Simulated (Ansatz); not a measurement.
# CH4ClFGe: the cost of one run

All numbers are computed with Ansatz 0.2.0, driven from Python. Level of theory: PBE0/def2-SVP.

## (1) The system

Bond lengths: F1–Ge2 1.705 Å, Ge2–C3 1.929 Å, C3–Cl4 1.751 Å, Ge2–H5 1.564 Å, Ge2–H6 1.560 Å, C3–H7 1.171 Å, C3–H8 1.077 Å. Angles: F1–Ge2–C3 107.2°, F1–Ge2–H5 110.2°, F1–Ge2–H6 110.2°, C3–Ge2–H5 109.3°, C3–Ge2–H6 110.4°, H5–Ge2–H6 109.4°, Ge2–C3–Cl4 111.5°, Ge2–C3–H7 108.8°, Ge2–C3–H8 110.9°, Cl4–C3–H7 106.3°, Cl4–C3–H8 113.3°, H7–C3–H8 105.7°.

No structure file is read: the coordinates are typed or built in the script.

## (2) The code

Input file ch4clfge_deck.py:

```python
import ansatz as az
import numpy as np

DECK = '''
crystal:
  periodic: [false, false, false]
  atoms:
    - { symbol: F, position_ang: [-1.9834, 0.7557, -0.3277] }
    - { symbol: Ge, position_ang: [-0.3078, 0.8838, -0.0392] }
    - { symbol: C, position_ang: [0.3724, -0.9077, 0.1781] }
    - { symbol: Cl, position_ang: [0.2004, -1.8408, -1.2933] }
    - { symbol: H, position_ang: [0.4003, 1.5604, -1.2582] }
    - { symbol: H, position_ang: [-0.0443, 1.7263, 1.2472] }
    - { symbol: H, position_ang: [1.5211, -0.8505, 0.3987] }
    - { symbol: H, position_ang: [-0.0665, -1.3843, 1.0387] }
basis:
  gaussian: { orbitals: def2-SVP }
hamiltonian:
  xc: pbe0
output:
  forces: true
'''

session = az.Session.from_yaml(DECK)
summary = session.plan(threads=1).execute().report

print(f'E = {summary["free_energy_ev"]:.6f} eV = {summary["free_energy_ev"] / 27.211386246:.7f} Ha')
print('converged:', summary['converged'], ' doubts:', summary['published_state_doubts'] or 'none')
symbols = ['F', 'Ge', 'C', 'Cl', 'H', 'H', 'H', 'H']
state = summary['mean_field']['state']
print(f'mean field: {state["energy"]["hartree"]:.7f} Ha, <S^2> = {abs(state["spin_squared"]):.4f}, stability: {state.get("stability", {}).get("kind")}')

forces = np.array(summary['forces_ev_ang'])
print('largest force', round(float(np.linalg.norm(forces, axis=1).max()), 4), 'eV/A, rms', round(float(np.sqrt((forces ** 2).mean())), 4))
charges = summary['charge_distribution']
dipole = np.array(charges['dipole_moment_e_ang']) * 4.803205
print('dipole (D): {:.3f} {:.3f} {:.3f}, length {:.3f}'.format(*dipole, np.linalg.norm(dipole)))
print('atom  Mulliken   Lowdin')
for symbol, m, l in zip(symbols, charges['mulliken_charges_e'], charges['lowdin_charges_e']):
    print(f'{symbol:4s} {m:9.3f} {l:8.3f}')
```

## (3) The run

Launch:

```bash
python ch4clfge_deck.py
```

**Question.** How long does this script take on 1 thread of Arm Neoverse V1, shared host, and how much memory does it need?

About 4.5 s, with a peak of 0.26 GiB.
